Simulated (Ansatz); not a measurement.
**Fe: stress in a strained cell**

Fe is deformed so: zz strain of +3 %. What stress and forces result, by LAPW, PAW and all-electron datasets made for the crystal?

Program: Ansatz 0.2.0. Level of theory: DFT LDA, scalar-relativistic. These are calculated values, not measurements.

## Step 1: The structure to begin with

Symmetry: Fmmm, No. 69, orthorhombic system. Conventional cell: a = 2.997 Å, b = 3.883 Å, c = 3.930 Å, α = 90.00°, β = 90.00°, γ = 90.00°. Fe (site symmetry mmm) has 12 Fe at 2.45 to 2.76 Å as nearest neighbours.

Coordinates:

```cif
data_structure
_symmetry_space_group_name_H-M 'P 1'
_symmetry_Int_Tables_number 1
_cell_length_a 2.7626
_cell_length_b 2.4712
_cell_length_c 2.4527
_cell_angle_alpha 68.257
_cell_angle_beta 56.190
_cell_angle_gamma 55.553
_cell_volume 11.44
loop_
_atom_site_label
_atom_site_type_symbol
_atom_site_fract_x
_atom_site_fract_y
_atom_site_fract_z
_atom_site_occupancy
Fe1 Fe 0.00000 0.00000 0.00000 1
```

## Step 2: After the deformation

Space group Fmmm before, Fmmm after.

## Step 3: Full-potential LAPW

The input, input.yaml:

```yaml
crystal:
  lattice:
    - [0.0, 1.9417396906, 2.0240583172]
    - [1.4984397099, 0.0, 2.0240583172]
    - [1.4984397099, 1.9417396906, 0.0]
  atoms:
    - { symbol: Fe, position: [0.0, 0.0, 0.0], spin: 3.0 }
magnetization:
  spin_polarized: true
kpoints:
  mp_grid: { grid: [16, 16, 16] }
  band_path:
    path:
      - [0.0, 0.0, 0.0]
      - [0.5, 0.0, 0.5]
      - [0.5, 0.238136326, 0.738136326]
      - [0.5, 0.761863674, 0.261863674]
      - [0.5, 0.5, 0.0]
      - [0.9397225375, 0.5, 0.4397225375]
      - [0.0602774625, 0.5, 0.5602774625]
      - [0.0, 0.5, 0.5]
      - [0.0654966351, 0.5654966351, 0.5]
    npoints: 5
scf:
  occupations: { method: fermi_dirac, width: 0.05 }
hamiltonian:
  xc: lda
  pseudopotentials: { kind: all_electron, lapw: { basis_error: 0.0005 } }
output:
  forces: true
  stress: true
  eigenvalues: true
```

On the command line:

```sh
$ ansatz run input.yaml --threads 1 --pin off --max-ram 3072MiB --backend cpu --events-out ev --progress --plain --runs-dir out
```

## Step 4: PAW with frozen cores

The input, input.yaml:

```yaml
crystal:
  lattice:
    - [0.0, 1.9417396906, 2.0240583172]
    - [1.4984397099, 0.0, 2.0240583172]
    - [1.4984397099, 1.9417396906, 0.0]
  atoms:
    - { symbol: Fe, position: [0.0, 0.0, 0.0], spin: 3.0 }
magnetization:
  spin_polarized: true
kpoints:
  mp_grid: { grid: [16, 16, 16] }
scf:
  occupations: { method: fermi_dirac, width: 0.05 }
hamiltonian:
  xc: lda
  pseudopotentials: { kind: paw }
output:
  forces: true
  stress: true
  eigenvalues: true
  efg: { contact_densities: true }
```

## Step 5: Datasets made for this crystal

Edit input.yaml of step 4 so:

```diff
@@ -15,3 +15,3 @@
   xc: lda
-  pseudopotentials: { kind: paw }
+  pseudopotentials: { kind: all_electron, datasets: crystal }
 output:
```

(Steps that only read results are left out.)

Q: Predict the outcome of this session. Wanted: pressure; largest shear or deviatoric stress.

**Answer**, as computed:

```
                                 quantity                                                 value
                                 pressure  LAPW -22.02, PAW -21.91, crystal datasets -22.02 GPa
largest shear or deviatoric stress (LAPW)                                              4.80 GPa
```

What this shows: The largest part of the stress beyond the pressure is 4.80 GPa in size, in the yy component. No run of the undeformed cell stands beside it, so the pressure holds what the given cell had before the change. PAW: stress within 0.12 GPa of LAPW. Crystal datasets: stress within 0.01 GPa of LAPW. The magnetic state is the one reached from the start moments in this cell; it needn't be the ground state.
